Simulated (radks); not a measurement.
**Cu⁺ with its nuclear charge varied continuously**

Aim: the energy of 28 electrons in [Ar] 3d10 as the nuclear charge moves through non-integer values, and a test of dE/dZ = E(electron-nucleus)/Z.

Method: Dirac Kohn-Sham, PBE, spin-unpolarised, spherical densities, finite nucleus. Code: radks (a radial shooting solver on a logarithmic mesh, Libxc functionals) version 1.

## Step 1: What is computed

| Property | Result |
| --- | --- |
| element | copper (Z = 29) |
| charge | +1 |
| electrons | 28 |
| configuration | [Ar] 3d10 |
| nuclear rms radius | 3.8823 fm |

The outer shells:

Cu⁺
```
[Ar] core
3d [↑↓][↑↓][↑↓][↑↓][↑↓]
```

In the logs a row gives level, spin channel, occupation and eigenvalue; Etot, Ekin, Encl (electron-nucleus), Eh (Hartree) and Exc are energies, all in hartree; err is the last residual, it the number of iterations.

## Step 2: Z = 29

The run's settings:

```text
Z 29
configuration [Ar] 3d10
relativity Dirac
functional pbe,pbe
spin unpolarised
j_filling energy
nucleus finite rms 3.8823 fm
c 137.035999084
```

Log:

```text
1s1/2   1   2.0000        -325.50595514
2s1/2   1   2.0000         -39.33916306
2p1/2   1   2.0000         -34.49989640
2p3/2   1   4.0000         -33.74657703
3s1/2   1   2.0000          -4.53077137
3p1/2   1   2.0000          -3.03195994
3p3/2   1   4.0000          -2.93744837
3d3/2   1   4.0000          -0.50798030
3d5/2   1   6.0000          -0.49794926
Etot -1654.594868196324
Ekin 1683.2604144342795
Encl -3979.6298325953276
Eh 709.2099442109579
Exc -67.43539424623367
err 3.1131306166473024e-09
it 16
```

The top filled level is 3d5/2, -13.550 eV.

Sizes of the orbitals, from the radial functions (bohr):

```
level  occupation  energy (eV)     <r>  outermost maximum (interpolated)  90 % within  nodes
2s1/2           2      -1070.5  0.2350                             0.197        0.364      1
2p1/2           2      -938.79  0.2041                             0.156        0.334      0
2p3/2           4      -918.29  0.2074                             0.159        0.339      0
3s1/2           2      -123.29  0.7126                             0.614         1.07      2
3p1/2           2      -82.504  0.7432                             0.615         1.15      1
3p3/2           4      -79.932  0.7541                             0.623         1.17      1
3d3/2           4      -13.823   1.009                             0.602         1.82      0
3d5/2           6      -13.550   1.019                             0.605         1.84      0
```

The radial density on a logarithmic grid:

```
r (bohr)  4πr²ρ (e/bohr)
 0.00222           1.038
 0.00320           2.013
 0.00463           3.804
 0.00669           6.930
 0.00974           12.11
  0.0141           19.36
  0.0203           27.76
  0.0294           34.22
  0.0425           34.79
  0.0618           29.87
  0.0894           28.73
   0.129           36.63
   0.187           39.10
   0.270           25.58
   0.389           17.74
   0.567           22.42
   0.819           17.77
    1.18           7.636
    1.71           2.326
    2.47          0.5811
    3.60         0.08764
```

## Step 3: Z = 28

Settings, as their differences from step 2:

```diff
@@ -1,2 +1,2 @@
-Z 29
+Z 28
 configuration [Ar] 3d10
```

Log:

```text
1s1/2   1   2.0000        -301.42137509
2s1/2   1   2.0000         -35.73830639
2p1/2   1   2.0000         -31.13378547
2p3/2   1   4.0000         -30.49091459
3s1/2   1   2.0000          -3.77334557
3p1/2   1   2.0000          -2.37718148
3p3/2   1   4.0000          -2.29761045
3d3/2   1   4.0000          -0.07686626
3d5/2   1   6.0000          -0.06954708
Etot -1520.5985541186349
Ekin 1545.115740124039
Encl -3660.918445224214
Eh 658.8512908046139
Exc -63.64713982307368
err 1.296109916523343e-09
it 26
```

Energy against step 2 (Z = 29): +3646.2 eV. Highest occupied level: 3d5/2 at -1.892 eV.

## Step 4: Z = 28.5

Settings, as their differences from step 3:

```diff
@@ -1,2 +1,2 @@
-Z 28
+Z 28.5
 configuration [Ar] 3d10
```

Log:

```text
1s1/2   1   2.0000        -313.31607901
2s1/2   1   2.0000         -37.48883769
2p1/2   1   2.0000         -32.76744678
2p3/2   1   4.0000         -32.07099792
3s1/2   1   2.0000          -4.11870732
3p1/2   1   2.0000          -2.67195618
3p3/2   1   4.0000          -2.58523390
3d3/2   1   4.0000          -0.26285988
3d5/2   1   6.0000          -0.25425815
Etot -1586.7867951331853
Ekin 1613.3148595786847
Encl -3819.012977327775
Eh 684.4658596716804
Exc -65.55453705577537
err 2.724370041341598e-09
it 18
```

E − E(step 2, Z = 29) = +1845.2 eV. Highest occupied level: 3d5/2 at -6.919 eV.

## Step 5: Z = 29.5

Settings, as their differences from step 4:

```diff
@@ -1,2 +1,2 @@
-Z 28.5
+Z 29.5
 configuration [Ar] 3d10
```

Log:

```text
1s1/2   1   2.0000        -337.98220885
2s1/2   1   2.0000         -41.28012012
2p1/2   1   2.0000         -36.32198986
2p3/2   1   4.0000         -35.50836768
3s1/2   1   2.0000          -4.99846837
3p1/2   1   2.0000          -3.44615114
3p3/2   1   4.0000          -3.34314757
3d3/2   1   4.0000          -0.80281430
3d5/2   1   6.0000          -0.79120474
Etot -1724.0128254908836
Ekin 1754.9472964151537
Encl -4143.014078613907
Eh 733.349489379526
Exc -69.29553267165612
err 9.376605131841127e-10
it 16
```

Energy against step 2 (Z = 29): -1889.0 eV. 3d5/2 is the highest filled level (-21.530 eV).

## Step 6: Z = 30

Settings, as their differences from step 5:

```diff
@@ -1,2 +1,2 @@
-Z 29.5
+Z 30
 configuration [Ar] 3d10
```

Log:

```text
1s1/2   1   2.0000        -350.73991914
2s1/2   1   2.0000         -43.30619219
2p1/2   1   2.0000         -38.22824577
2p3/2   1   4.0000         -37.35074347
3s1/2   1   2.0000          -5.51505906
3p1/2   1   2.0000          -3.90789873
3p3/2   1   4.0000          -3.79565432
3d3/2   1   4.0000          -1.14186776
3d5/2   1   6.0000          -1.12852475
Etot -1795.0343710228778
Ekin 1828.3743588596878
Encl -4309.311681733964
Eh 757.0422994576257
Exc -71.13934760622743
err 4.171254032346641e-09
it 15
```

E − E(step 2, Z = 29) = -3821.6 eV. 3d5/2 is the highest filled level (-30.709 eV).

## Step 7: All runs together

```
   Z  E (hartree)  E(electron-nucleus)/Z (hartree)  highest level  its energy (eV)  <r> (bohr)
  28  -1520.59855                         -130.747          3d5/2           -1.892       1.265
28.5  -1586.78680                         -134.000          3d5/2           -6.919       1.118
  29  -1654.59487                         -137.229          3d5/2          -13.550       1.019
29.5  -1724.01283                         -140.441          3d5/2          -21.530      0.9435
  30  -1795.03437                         -143.644          3d5/2          -30.709      0.8830
```

In words: At Z = 29 the central difference of E is -137.226 hartree, against -137.229 from the Hellmann-Feynman theorem. The top level goes from -1.892 eV at Z = 28 to -30.709 eV at Z = 30.
